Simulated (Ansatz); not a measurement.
# TaHO₂ (triplet): the correlation ladder, def2-SVP

The task here is to estimate one member of a computed series from the others.

The runs use Ansatz 0.2.0, Gaussian basis; def2-SVP, core rule «outside noble gas», up to 6 orbitals frozen.

The runs, in order: UHF; CCSD(T) on ROHF; CCSD(T) on UHF; CISD as a restricted active space (open shells left free, so some higher excitations enter); CCSDT(Q) on ROHF; CCSDT(Q) on UHF.

3 further runs of the same task are left out: 3 set aside as unsound or not needed. Runs told in other sessions of the task aren't counted.

## The geometry

The geometry is a PBE0/def2-TZVP stationary point (not a proven minimum) of the parent state, kept for this charge and spin. No spin-orbit coupling is included. Elements past krypton take def2 core potentials.

4 atoms, charge 0, spin multiplicity 3.

Atoms are counted from 1 here; the program's logs count them from 0.

Bond lengths: Ta1–O2 1.722 Å, Ta1–O3 1.722 Å, Ta1–H4 1.779 Å. Angles: O2–Ta1–O3 105.8°, O2–Ta1–H4 101.4°, O3–Ta1–H4 101.4°.

Set-up of the first run:

The input, in.yaml:

```yaml
crystal:
  periodic: [false, false, false]
  atoms:
    - {symbol: Ta, position_ang: [0.023968, -0.150867, 0.000000]}
    - {symbol: O, position_ang: [-0.085607, 0.881796, -1.373688]}
    - {symbol: O, position_ang: [-0.085607, 0.881798, 1.373686]}
    - {symbol: H, position_ang: [-1.585018, -0.910093, 0.000001]}
basis:
  gaussian: {orbitals: def2-SVP}
magnetization: {spin_polarized: true, initial_magnetization: 2}
hamiltonian: {xc: hf}
output: {orbitals: {seedname: orbitals}}
```

On the command line:

```bash
$ ansatz run in.yaml --threads 1 --pin off --events-out ev --progress --plain --max-ram 2560MiB --backend cpu
```

Steps of the session up to this table: UHF; CCSD(T) on ROHF; CCSD(T) on UHF; CISD as a restricted active space (open shells left free, so some higher excitations enter); CCSDT(Q) on ROHF; CCSDT(Q) on UHF.

One table of the session follows, with a row left open; its other results are not shown here.

It belongs to the step «Misses and costs». 

```
   method  from RCCSDT(Q) (kJ/mol)
      UHF                  +1378.2
     RMP2                    +15.5
     UMP2                   +122.5
    RCCSD                        ?
    UCCSD                    +64.6
 RCCSD(T)                     +7.2
 UCCSD(T)                     +6.8
   RCCSDT                     +5.2
   UCCSDT                     +1.2
RCCSDT(Q)                        0
UCCSDT(Q)                     -6.3
```

Q: Estimate the row for RCCSD from the others.

The run gave: from RCCSDT(Q) (kJ/mol): +76.7. In the column «from RCCSDT(Q) (kJ/mol)» it lies between UCCSD (+64.6) and UMP2 (+122.5).

Not comparable, so not listed: CISD as a restricted active space (open shells left free, so some higher excitations enter) (they don't share determinant, frozen orbitals or solution with the rows shown, or repeat one).

Limits of these values: The report flags that the cluster equations may have other roots. Left out of the table: ROHF (another determinant or state than the rows shown). The program flags RCCSD(T), RCCSDT(Q) as in doubt, so the zero of the table is itself unsure. Warnings: spin contamination; coupled cluster took another determinant than the lowest. Restricted and unrestricted rows rest on different reference determinants; a gap between their highest levels can come from leftover correlation error, from unlike frozen cores or from another state.
